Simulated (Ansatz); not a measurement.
# AlBClH4N: two torsions

A grid of calculations on AlBClH₄N, SMILES [BH2][Al]([NH2])[Cl], to see where the energy is lowest and how it rises around there.

The runs use Ansatz 0.2.0; RHF/def2-SVP.

## 1. The system as given

SMILES `[BH2][Al]([NH2])[Cl]`, 8 atoms, charge 0, spin multiplicity 1.

Atoms are counted from 1 here; the program's logs count them from 0.

Bond lengths: B1–Al2 2.119 Å, B1–H5 1.219 Å, B1–H6 1.219 Å, Al2–N3 1.781 Å, Al2–Cl4 2.136 Å, N3–H7 1.022 Å, N3–H8 1.024 Å. Angles: Al2–B1–H5 122.2°, Al2–B1–H6 122.8°, H5–B1–H6 114.9°, B1–Al2–N3 126.8°, B1–Al2–Cl4 117.9°, N3–Al2–Cl4 115.3°, Al2–N3–H7 126.0°, Al2–N3–H8 124.0°, H7–N3–H8 110.0°.

As a file:

```xyz
8
AlBClH4N
B    -0.5273    1.7139   -0.3249
Al   -0.2342   -0.3847   -0.2878
N     0.8885   -1.2868    0.7605
Cl   -1.3807   -1.5775   -1.6393
H     0.0463    2.4359   -1.1218
H    -1.3084    2.2854    0.4163
H     1.5035   -0.8839    1.4706
H     1.0124   -2.3023    0.7265
```

This geometry comes from a loose relaxation at PBE in a small basis, which is not shown.

## 3. Setting up the map

The axes are (1) dihedral H5–B1–Al2–N3: 18 values from −180 to 160 °, periodic; (2) dihedral B1–Al2–N3–H7: 18 values from −180 to 160 °, periodic.

Nothing else is relaxed (all other coordinates rigid). Energies count from the relaxed molecule at the same level. Points are written as (first, second).

(The set-up runs are not shown.)

## 4. The run at (−160°, −160°)

Input file input.yaml:

```yaml
crystal:
  periodic: [false, false, false]
  atoms:
    - { symbol: B, position_ang: [-0.522925, 1.716205, -0.319748] }
    - { symbol: Al, position_ang: [-0.246645, -0.403626, -0.299979] }
    - { symbol: "N", position_ang: [-1.412592, -1.576447, 0.31534] }
    - { symbol: Cl, position_ang: [1.555774, -1.232906, -1.068868] }
    - { symbol: H, position_ang: [0.108017, 2.442395, -1.041685] }
    - { symbol: H, position_ang: [-1.328894, 2.268592, 0.381524] }
    - { symbol: H, position_ang: [-1.207788, -2.517399, 0.592688] }
    - { symbol: H, position_ang: [-2.390716, -1.393492, 0.438744] }
basis:
  gaussian: { orbitals: def2-SVP }
hamiltonian:
  xc: hf
output:
  forces: true
```

Launch:

```
> ansatz run input.yaml --threads 1 --pin off --max-ram 2560MiB --backend cpu --events-out ev --progress --plain --runs-dir out
```

The session goes on with these runs: the other points that were computed.

What does the calculation give? Wanted: lowest point; highest computed point; largest force on an atom.

As calculated:

| quantity | value |
| --- | --- |
| lowest point | (100°, 0°), 0.15 kJ/mol |
| highest computed point | (−180°, 80°), 44.4 kJ/mol above the lowest |
| largest force on an atom (eV/Å) | 0.01 at (100°, 0°) to 0.48 at (80°, −100°); 0.01 at the lowest point |
| time for the whole task | 4.4 min on 1 thread, shared host |

**Reading.** The lowest computed point is at (100°, 0°), 0.15 kJ/mol from the relaxed molecule at the same level; the map holds 4 wells of about this depth. The grid shows no other well, apart from its symmetry copies. The highest computed point, (−180°, 80°), lies 44.4 kJ/mol above the lowest. On the interpolated surface the easiest way out of the lowest well to a well of the same energy at (−80°, 0°) passes a barrier of about 5.4 kJ/mol. Round the minimum the valley is somewhat tilted: raising dihedral H5–B1–Al2–N3 shifts the best value of dihedral B1–Al2–N3–H7 upwards (coupling k₁₂/√(k₁₁k₂₂) about −0.2).
